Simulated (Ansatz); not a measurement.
**Cl₂FHSTi: how energies converge with the basis set**

One table from this session's results is given with a row withheld; the runs are named, their logs left out.

Method: one geometry, several basis sets; program: Ansatz 0.2.0, Gaussian basis.

Plan: PBE0-D4/def2-SVP; ωB97M-V/def2-SVP; PBE0-D4/def2-QZVPP; ωB97M-V/def2-QZVPP; the functionals' def2-TZVPP values are taken from earlier runs.

### The geometry

All runs share one geometry, relaxed beforehand with PBE0-D4 in a triple-zeta def2 set.

SMILES `[F][Ti]([SH])([Cl])[Cl]`, 6 atoms, charge 0, spin multiplicity 1.

Atoms are counted from 1 here; the program's logs count them from 0.

Bond lengths: F1–Ti2 1.736 Å, Ti2–S3 2.261 Å, Ti2–Cl4 2.171 Å, Ti2–Cl5 2.177 Å, S3–H6 1.349 Å. Angles: F1–Ti2–S3 107.5°, F1–Ti2–Cl4 113.0°, F1–Ti2–Cl5 109.5°, S3–Ti2–Cl4 106.9°, S3–Ti2–Cl5 109.7°, Cl4–Ti2–Cl5 110.0°, Ti2–S3–H6 89.8°.

Set-up of the first run:

in.yaml

```yaml
crystal:
  periodic: [false, false, false]
  atoms:
    - {symbol: F, position_ang: [-1.566384, 0.055914, 0.864991]}
    - {symbol: Ti, position_ang: [-0.316758, 0.049583, -0.339826]}
    - {symbol: S, position_ang: [1.590144, -0.640680, 0.660734]}
    - {symbol: Cl, position_ang: [-0.711528, -1.332399, -1.966342]}
    - {symbol: Cl, position_ang: [-0.049441, 2.063238, -1.122329]}
    - {symbol: H, position_ang: [1.096166, -0.259655, 1.856473]}
basis:
  gaussian: {orbitals: def2-SVP}
hamiltonian: {xc: pbe0, dispersion: d4}
output: {orbitals: {seedname: orbitals}}
```

Steps of the session up to this table: PBE0-D4 in def2-SVP; ωB97M-V in def2-SVP; PBE0-D4 in def2-QZVPP; ωB97M-V in def2-QZVPP.

One table of the session follows, with a row left open; its other results are not shown here.

It belongs to the step «Functionals by basis». 

| functional | basis | HOMO (eV) | LUMO (eV) |
| --- | --- | --- | --- |
| PBE0-D4 | def2-SVP | -8.30 | -3.55 |
| PBE0-D4 | def2-TZVPP | -8.36 | -3.48 |
| PBE0-D4 | def2-QZVPP | -8.38 | -3.50 |
| ωB97M-V | def2-SVP | ? | ? |
| ωB97M-V | def2-TZVPP | -10.47 | -1.32 |
| ωB97M-V | def2-QZVPP | -10.49 | -1.34 |

Q: Estimate the row for ωB97M-V, def2-SVP from the others.

The run gave: HOMO (eV): -10.35; LUMO (eV): -1.32. In the column «HOMO (eV)» it lies between ωB97M-V, def2-TZVPP (-10.47) and PBE0-D4, def2-QZVPP (-8.38).
